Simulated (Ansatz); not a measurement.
**Br (diamond type): how the settings move a single-point run**

How sensitive is a single-point run of Br (diamond type) to its settings? A reference run comes first, then one run with altered input.

Program: Ansatz 0.2.0. Level of theory: reference: DFT, LDA, PAW with Ansatz's default frozen-core files, scalar-relativistic. These are calculated values, not measurements.

### 1 The system as given

It takes space group Fd-3m (No. 227, cubic). The conventional cell has a = 5.512 Å, b = 5.512 Å, c = 5.512 Å, α = 90.00°, β = 90.00°, γ = 90.00°. Br (site symmetry -43m) has 4 Br at 2.39 Å in its first shell of neighbours.

Coordinates:

```
Br
1.0
     0.00000    2.75616    2.75616
     2.75616    0.00000    2.75616
     2.75616    2.75616    0.00000
Br
2
Direct
  0.87500 0.87500 0.87500
  0.12500 0.12500 0.12500
```

### 2 Reference

input.yaml reads:

```yaml
crystal:
  lattice:
    - [0.0, 2.756156478, 2.756156478]
    - [2.756156478, 0.0, 2.756156478]
    - [2.756156478, 2.756156478, 0.0]
  atoms:
    - { symbol: Br, position: [-0.125, -0.125, -0.125] }
    - { symbol: Br, position: [0.125, 0.125, 0.125] }
kpoints:
  mp_grid: { grid: [11, 11, 11] }
scf:
  occupations: { method: fermi_dirac, width: 0.08 }
hamiltonian:
  xc: lda
  pseudopotentials: { kind: paw }
output:
  forces: true
  stress: true
  eigenvalues: true
  populations: true
```

On the command line:

```sh
ansatz run input.yaml --threads 1 --pin off --max-ram 2048MiB --backend cpu --events-out ev --progress --plain --runs-dir out
```

### 3 Changing settings: chi_scale 0.0

input.yaml: that of step 2 with these lines changed.

```diff
@@ -12,2 +12,3 @@
   occupations: { method: fermi_dirac, width: 0.08 }
+  initial_density: { chi_scale: 0.0 }
 hamiltonian:
@@ -20 +21,5 @@
   populations: true
+  write_density: true
+  write_potential: true
+  elf: true
+  volumetric_format: npy
```

What does the calculation give? Wanted: for each run, ending; energy change; pressure; gap; force.

As calculated:

```
             run     ending  energy change  pressure (GPa)  gap (eV)  force (eV/Å)  cycles    time
       reference  converged              0            48.4      0.00          0.00       6  0.72 s
1: chi_scale 0.0  converged   0.0 meV/atom            48.4      0.00          0.00       5  0.78 s
```

Times don't compare one to one where runs were asked for different outputs or read a saved state (see the inputs); cycles may leave out searches for a lower state.

Residual by cycle in the longest SCF loop of each run; runs are numbered as in the table. The quantity is the density residual dr2, in eV.

```
cycle  reference   run 1
    1    0.00378  0.0405
    2    0.00136    0.01
    3     4.3e-6  3.2e-5
    4     3.3e-7  2.2e-6
    5     8.2e-9  5.2e-8
    6    1.5e-10       -
```

What this shows: With the changed start the energy agrees within 0.5 meV/atom. The structure is not at rest: the sound run finds 48 GPa, so these are no properties of the relaxed crystal. 
